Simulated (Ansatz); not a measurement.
Runs of Ansatz 0.2.0 on Ge4I. It takes space group C2/m (No. 12, monoclinic). Conventional cell: a = 5.492 Å, b = 3.563 Å, c = 13.040 Å, α = 90.00°, β = 94.99°, γ = 90.00°. Ge (site symmetry m) is surrounded by 3 Ge at 2.71 Å. Ge (site symmetry m) is surrounded by 6 Ge at 2.71 to 2.83 Å. Around I (site symmetry 2/m) lie 6 I at 3.27 to 3.56 Å. The cell was built by a generator and needn't be a form met in nature.

```tsv
task	level	cell	target pressure (GPa)	points for each segment of the path	gap on the mesh (eV)	pressure (GPa)	largest force (eV/Å)
relaxation of cell and atoms	LDA	relaxed to 20 GPa	20	-	none	20.0	-
relaxation of cell and atoms	LDA	relaxed to 30 GPa	30	-	none	30.0	-
single point	PBE	strained by +1 %	-	-	none	-0.1	0.07
band structure	PBE	as given	-	14	none	-0.1	(a)
single point	PBE	strained by +2 %	-	-	none	0.0	0.07
```

Alike in all rows: potentials or basis Ansatz PAW; no spin polarisation; k mesh 7 × 7 × 2; cutoff (eV) 420; smearing fermi-dirac 0.05 eV.

Fill in the values left out.

(a) 0.08.

Caveats: an odd number of electrons without spin polarisation forces a metal; a magnetic or distorted state may lie lower; the plane-wave basis is chosen anew once the cell has moved, so the energies of steps on either side of that aren't comparable (some runs); the PAW data sets come from PBE, with cores solved anew for the run's functional, which leaves a small shift of forces and pressure (some runs); spin-orbit coupling is left out, which moves the levels of the heavy elements (some runs); this functional lacks dispersion, which binds the layers, so the pressure and a relaxed spacing across them are unreliable (some runs).

A k mesh can miss the band edges, and the runs leave out spin-orbit coupling on Ge, I.

A gap of «none» marks a metal or a gap under the smearing width.
